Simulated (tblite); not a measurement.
# CH9GeNOSi: the cost of one run

Programs: tblite 0.8.0 and PySCF 2.14.0. All values are calculated, for the isolated system unless a continuum is named. Atoms count from 0, parts from 1.

## Step 1: The system as given

14 atoms, charge 0, multiplicity 1; geometry: distance geometry start.

## Step 2: Relaxing the cluster with GFN2-xTB

What the job is given:

```
{"job": {"kind": "relax", "xc": "GFN2-xTB", "basis": "xTB"}, "charge": 0, "multiplicity": 1}
Si    -0.158859    -0.650991     0.887329
C      0.576270    -0.479792     2.580219
Ge    -0.674225     1.431546     0.058933
N      1.035841    -1.485148    -0.228170
O     -1.639511    -1.629265     1.010401
H      1.290470    -1.230833     2.724865
H      1.028487     0.446053     2.639948
H     -0.163833    -0.563515     3.281990
H     -2.150412     1.570160    -0.077235
H     -0.163138     2.487677     0.993114
H     -0.044166     1.598792    -1.303851
H      1.779479    -0.880131    -0.571858
H      0.631742    -2.146901    -0.875991
H     -2.444459    -1.492600     0.447375
```

With the program's defaults for keys left out, this is: GFN2-xTB geometry optimisation, gas phase.

On the command line:

```console
OMP_NUM_THREADS=1 python cluster_run.py task.json out
```

This one command runs all jobs of the session in turn.

**Question.** How long does this first job take on 1 thread of Arm Neoverse V2, shared host?

About 1.6 s.
